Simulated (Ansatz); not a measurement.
# FH4Sb: the cost of one run

Program: Ansatz 0.2.0, Gaussian basis. Level of theory: PBE0-D4/def2-SVP. These are calculated values, not measurements.

## (1) Where the work starts

The start, a pair relaxed at PBE0-D4: SMILES `F.[SbH3]`, 6 atoms, charge 0, spin multiplicity 1.

Atoms are counted from 1 here; the program's logs count them from 0.

Bond lengths: F1–H2 0.926 Å, Sb3–H4 1.717 Å, Sb3–H5 1.707 Å, Sb3–H6 1.707 Å. Angles: H4–Sb3–H5 91.0°, H4–Sb3–H6 91.0°, H5–Sb3–H6 91.2°.

Coordinates:

```xyz
6

F    -0.4843    0.5941   -2.1404
H    -0.0595    0.3763   -1.3469
Sb    0.5027   -0.4193    1.4745
H     1.2267    0.0153   -0.0204
H    -0.5901    0.8872    1.3583
H    -0.5954   -1.4537    0.6749
```

## (2) The run

md/in.yaml reads:

```yaml
crystal:
  periodic: [false, false, false]
  atoms:
    - {symbol: F, position_ang: [-0.484319, 0.594129, -2.140392]}
    - {symbol: H, position_ang: [-0.059517, 0.376339, -1.346933]}
    - {symbol: Sb, position_ang: [0.502704, -0.419343, 1.474512]}
    - {symbol: H, position_ang: [1.226677, 0.015344, -0.020443]}
    - {symbol: H, position_ang: [-0.590135, 0.887231, 1.358345]}
    - {symbol: H, position_ang: [-0.595411, -1.453700, 0.674912]}
basis:
  gaussian: {orbitals: def2-SVP}
hamiltonian: {xc: pbe0, dispersion: d4}
md: {n_steps: 60, timestep: 1.0, temperature: 1000, ensemble: nve, seed: 370, initial_velocities: maxwell_boltzmann}
```

Launch:

```bash
$ ansatz run in.yaml --threads 2 --pin off --events-out ev --progress --plain --max-ram 5222MiB
```

**Question.** How long does this run take on 2 threads of Intel Xeon Platinum 8375C at 2.90GHz, shared host?

About 77 s.
